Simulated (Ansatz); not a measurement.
# BiTe (R-3m) in Ansatz: a series of runs, part 3 of 3

Ansatz 0.2.0.

### 5 Single point, PBE

input.yaml reads:

```yaml
crystal:
  lattice:
    - [2.4227077728, 1.3987509848, 3.3172919545]
    - [-2.4227077728, 1.3987509848, 3.3172919545]
    - [0.0, -2.7975019696, 3.3172919545]
  atoms:
    - { symbol: Bi, position: [0.5, 0.5, 0.5] }
    - { symbol: Te, position: [0.0, 0.0, 0.0] }
hamiltonian:
  xc: pbe
  pseudopotentials: { kind: paw }
kpoints:
  mp_grid: { grid: [7, 7, 7] }
scf:
  occupations: { method: gaussian, width: 0.012 }
output:
  forces: true
  stress: true
  eigenvalues: true
```

Potentials or basis: Ansatz PAW.

The run is started by

```
ansatz run input.yaml --threads 2 --pin off --max-ram 5632MiB --backend cpu --events-out ev --progress --plain --runs-dir out
```

Log:

```text
Warning: RAYON_NUM_THREADS=2 ignored (pool sized by the plan → 2); use --threads N
Engine: ansatz 0.2.0, x86_64-unknown-linux-gnu
Pseudopotentials: kind: paw
Pseudopotential: Bi, paw, valence charge 15, recommended cutoff 420 eV (normal), Bi.paw.azcp
Pseudopotential: Te, paw, valence charge 16, recommended cutoff 420 eV (normal), Te.paw.azcp
Functional definition: PBE
  parameter kappa = 0.804
  parameter beta = 0.06672455060314922
  exchange = pbe_x(kappa = kappa, mu = beta*pi^2/3)
  correlation = pbe_c(beta = beta)
Crystal: 2 atoms, lattice volume = 67.449 Å³
Basis set: ecut = 420 eV, 1307 PW (Γ), exchange–correlation on 60×60×60 points (8 copies of the dense FFT grid, shifted against one another)
Bands: 20, of which v1, the nominal top of the filled ones, is band 16 counted from 1 (15 counted from 0)
Symmetry: 12 space group operations
Space group: R-3m (ITA 166), of the structure as read, at distance tolerance 4.1e-5 Å
k-points: 44 of 343
Non-local potential: Bi, projectors of the file, l = 0: 2, l = 1: 2, l = 2: 2, l = 3: 2
Non-local potential: Te, projectors of the file, l = 0: 2, l = 1: 2, l = 2: 2, l = 3: 2
PAW form: soft (Blöchl's): semilocal exchange-correlation on the pseudo side does not see the compensation charge
PAW one-centre angular grid: Bi, 590 points (default); XC on 64 Gauss nodes
PAW one-centre angular grid: Te, 590 points (default); XC on 64 Gauss nodes
Initial density: superposition of atomic densities (neutral atoms: chi_scale 0, normalization atom), corrected by the library's trained network
Initial wavefunctions: pseudopotential atomic-orbital guess
Functional: x = pbe(κ = 0.804, μ = 0.2195149727645171), c = pbe(β = 0.06672455060314922)
SCF iter   1: F=—  HF=-19376.648064 eV  |F-HF|=—  |Δ(HF+E_count)|=         —  Δρ=7.76e-4  dr2=3.70e-4  ethr=1.77e-3  ⟨swp⟩=7.0  Hψ=4745  notcnv=0
preconditioner: auto → none  [insulator: Δε(μ)=0.076 eV  Ē_g=9.425 eV  σ=0.012 eV  W_gap=0.62  n_scr=14 (ndim 8)  ℏωp=15.0 eV  f_vac=0.001  D(μ)=1.04/eV (n_scr^D=6)  ε∞_Penn≈3.5]
SCF iter   2: F=—  HF=-19376.646494 eV  |F-HF|=—  |Δ(HF+E_count)|=   1.57e-3  Δρ=4.56e-4  dr2=9.90e-5  ethr=1.19e-6  ⟨swp⟩=3.1  Hψ=2402  notcnv=0  defer=25
SCF iter   3: F=—  HF=-19376.646530 eV  |F-HF|=—  |Δ(HF+E_count)|=   3.70e-5  Δρ=1.62e-4  dr2=1.06e-5  ethr=3.19e-7  ⟨swp⟩=2.0  Hψ=1321  notcnv=0  defer=25
SCF iter   4: F=—  HF=-19376.646549 eV  |F-HF|=—  |Δ(HF+E_count)|=   1.85e-5  Δρ=4.68e-5  dr2=1.20e-6  ethr=3.43e-8  ⟨swp⟩=3.0  Hψ=1541  notcnv=0  defer=25
iter 5 did not close the SCF: its close was put off for the readings that it lacked (scf_convergence_deferred on its scf_iter line)
SCF iter   5: F=-19376.646549 eV  HF=-19376.646549 eV  |F-HF|=2.13e-8  |Δ(HF+E_count)|=   3.37e-7  Δρ=7.33e-6  dr2=3.08e-8  ethr=3.88e-9  ⟨swp⟩=2.0  Hψ=1541  notcnv=0  defer=25
SCF iter   6: F=-19376.646549 eV  HF=-19376.646549 eV  |F-HF|=3.24e-10  |Δ(HF+E_count)|=   3.55e-9  Δρ=9.39e-7  dr2=2.89e-10  ethr=9.94e-11  ⟨swp⟩=5.0  Hψ=3781  notcnv=0
SCF 1 converged in 6 iterations: F = -19376.646549 eV  dr2 = 2.89e-10
SCF converged after 6 iterations
Free energy (F): -19376.646549 eV
Harris-Foulkes:  -19376.646549 eV  (|F-HF|=3.24e-10)
Internal energy: -19376.646474 eV  (E = F + TS)
E sigma→0 (E₀):  -19376.646512 eV
Entropy (-TS):   -0.000075 eV (-0.038 meV/atom)
Fermi energy:    9.911032 eV
--- Per-component energies (eV) ---
  E_band       = -362.446484
  E_kinetic    = 481.361906
  E_local      = -2740.741863  (includes V_loc(G=0)·N_el)
  E_nonlocal   = 250.030670
  E_hartree    = 1280.266727
  E_xc         = -275.447093
  E_vxc        = -248.091044  (∫ρ·V_xc dr)
  E_paw        = -15325.015292  (= ΣΔE_a)
  E_vpaw       = -665.539239  (= ΣTr[D̂ρ^β])
  E_aug_tail   = -0.000601  (compensation charges beyond the density's cutoff)
  E_ewald      = -3047.100929
  E_smearing   = -0.000075  (= −TS)
  E_closure    = -0.000000  (closes the sum)
  Σ components = -19376.646549   (vs F -19376.646549, Δ=0.00e0)
--- Forces (eV/Å), atoms counted from 1 ---
  atom   1  Bi     0.00000000     0.00000000     0.00000000
  atom   2  Te     0.00000000     0.00000000    -0.00000000
  max |Σ_I F_I| component: 5.00e-29 eV/Å
--- Stress (GPa, compression-positive) ---
        0.251870      -0.000000      -0.000000
       -0.000000       0.251870      -0.000000
       -0.000000       0.000000       0.006977
  P = ⅓ Tr σ = 0.1702 GPa (1.702 kbar)
--- Band table (eV; the first three rows and the last of 44) ---
  k-point 0: bands = ["-27.3506", "-27.3506", "-27.3097", "-27.3097", "-27.2934", "-13.3972", "-13.3972", "-13.3763", "-13.3763", "-13.3589", "-3.6207", "1.5911", "6.9458", "6.9458", "8.2522", "11.7359", "12.3623", "12.3623", "13.9419", "13.9419"]
  k-point 1: bands = ["-27.3505", "-27.3505", "-27.3097", "-27.3095", "-27.2933", "-13.3972", "-13.3969", "-13.3774", "-13.3750", "-13.3585", "-3.4471", "1.1555", "7.0613", "7.2123", "8.1803", "11.1185", "11.6589", "11.7822", "14.2283", "14.4199"]
  k-point 2: bands = ["-27.3505", "-27.3504", "-27.3097", "-27.3091", "-27.2933", "-13.3974", "-13.3963", "-13.3797", "-13.3723", "-13.3572", "-2.9353", "0.1356", "7.4017", "7.6886", "8.2578", "9.9801", "10.4354", "10.9329", "15.0477", "15.0773"]
  k-point 43: bands = ["-27.3506", "-27.3505", "-27.3085", "-27.3085", "-27.2934", "-13.4027", "-13.4014", "-13.3645", "-13.3640", "-13.3606", "-1.3991", "-0.9687", "6.0339", "7.0193", "7.1391", "9.0961", "9.3116", "10.5545", "16.9477", "17.5416"]
```

Run time: 3.4 s. Hardware: 2 threads of Intel Xeon at 2.50GHz (Skylake/Cascade Lake), shared host; peak memory 0.4 GiB.

What came out:

| Item | Value |
| --- | --- |
| Free energy | -19376.6465 eV |
| Pressure | 0.2 GPa |
| Band gap on the k mesh | none (metal or under the smearing width) |

Caveat: spin-orbit coupling is left out, which moves the levels of the heavy elements.

### 6 The runs side by side

```csv
task,level,cell,smearing,gap on the mesh (eV),pressure (GPa),relaxed volume (Å³/atom)
relaxation of cell and atoms,revPBE+D4,relaxed,fermi-dirac 0.05 eV,none,0.0,31.59
relaxation of cell and atoms,revPBE,relaxed,fermi-dirac 0.05 eV,none,0.0,34.57
relaxation of cell and atoms,BLYP,relaxed,fermi-dirac 0.05 eV,none,0.0,37.22
single point,PBE,as given,gaussian 0.012 eV,none,0.2,-
```

Alike in all rows: potentials or basis Ansatz PAW; no spin polarisation; k mesh 7 × 7 × 7; cutoff (eV) 420.

Caveats: spin-orbit coupling is left out, which moves the levels of the heavy elements; the plane-wave basis is chosen anew once the cell has moved, so the energies of steps on either side of that aren't comparable (some runs); the PAW data sets come from PBE, with cores solved anew for the run's functional, which leaves a small shift of forces and pressure (some runs); pairwise dispersion overbinds metals, which lowers pressure and volume (some runs).

Total energies depend on the potentials used, so only differences within one code and one set of settings carry meaning.
